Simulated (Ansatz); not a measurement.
# C₂H₆F₂Zr: how energies converge with the basis set

How large a basis does C₂H₆F₂Zr need? Two functionals are run in growing sets.

Method: one geometry, several basis sets; program: Ansatz 0.2.0, Gaussian basis.

The runs, in order: PBE0-D4/def2-SVP; ωB97M-V/def2-SVP; PBE0-D4/def2-QZVPP; ωB97M-V/def2-QZVPP; the functionals' def2-TZVPP values are taken from earlier runs.

**1. The relaxed structure**

An earlier PBE0-D4 in a triple-zeta def2 set relaxation fixed the geometry. Zr takes the def2 core potential; no spin-orbit term is included.

SMILES `[CH3][Zr]([CH3])([F])[F]`, 11 atoms, charge 0, spin multiplicity 1.

Atoms are counted from 1 here; the program's logs count them from 0.

Bond lengths: C1–Zr2 2.210 Å, C1–H6 1.096 Å, C1–H7 1.096 Å, C1–H8 1.097 Å, Zr2–C3 2.209 Å, Zr2–F4 1.903 Å, Zr2–F5 1.903 Å, C3–H9 1.098 Å, C3–H10 1.096 Å, C3–H11 1.096 Å. Angles: Zr2–C1–H6 111.4°, Zr2–C1–H7 112.5°, Zr2–C1–H8 109.8°, H6–C1–H7 107.7°, H6–C1–H8 107.7°, H7–C1–H8 107.5°, C1–Zr2–C3 105.7°, C1–Zr2–F4 108.7°, C1–Zr2–F5 108.9°, C3–Zr2–F4 109.2°, C3–Zr2–F5 108.8°, F4–Zr2–F5 115.0°, Zr2–C3–H9 109.5°, Zr2–C3–H10 112.5°, Zr2–C3–H11 111.7°, H9–C3–H10 107.5°, H9–C3–H11 107.7°, H10–C3–H11 107.8°.

**2. PBE0-D4 in def2-SVP**

The input, in.yaml:

```yaml
crystal:
  periodic: [false, false, false]
  atoms:
    - {symbol: C, position_ang: [-1.647874, 0.696252, 0.265438]}
    - {symbol: Zr, position_ang: [0.261979, 0.374803, -0.798086]}
    - {symbol: C, position_ang: [1.414119, -1.035864, 0.452407]}
    - {symbol: F, position_ang: [-0.104086, -0.436941, -2.479518]}
    - {symbol: F, position_ang: [1.203719, 2.025524, -0.888831]}
    - {symbol: H, position_ang: [-1.512373, 1.331256, 1.148542]}
    - {symbol: H, position_ang: [-2.407100, 1.165871, -0.369836]}
    - {symbol: H, position_ang: [-2.050981, -0.266288, 0.605150]}
    - {symbol: H, position_ang: [1.235351, -0.815300, 1.512942]}
    - {symbol: H, position_ang: [2.493701, -0.964935, 0.278847]}
    - {symbol: H, position_ang: [1.113524, -2.074377, 0.272944]}
basis:
  gaussian: {orbitals: def2-SVP}
hamiltonian: {xc: pbe0, dispersion: d4}
output: {orbitals: {seedname: orbitals}}
```

Started as:

```
> ansatz run in.yaml --threads 4 --pin off --events-out ev --progress --plain --max-ram 10444MiB
```

Further steps of the session: ωB97M-V in def2-SVP; PBE0-D4 in def2-QZVPP; ωB97M-V in def2-QZVPP.

Before running them: what should the planned runs give, taken together? Wanted: PBE0-D4: double and triple zeta above quadruple; ωB97M-V: double and triple zeta above quadruple.

**Answer**, as computed:

| quantity | value |
| --- | --- |
| PBE0-D4: double and triple zeta above quadruple | 9.98, 0.51 eV |
| ωB97M-V: double and triple zeta above quadruple | 10.29, 0.49 eV |

What this shows: For PBE0-D4 the step from double to triple zeta gains 9.47 eV and the next only 0.51 eV. Total energies overstate the basis error of differences, where much of it tends to cancel.
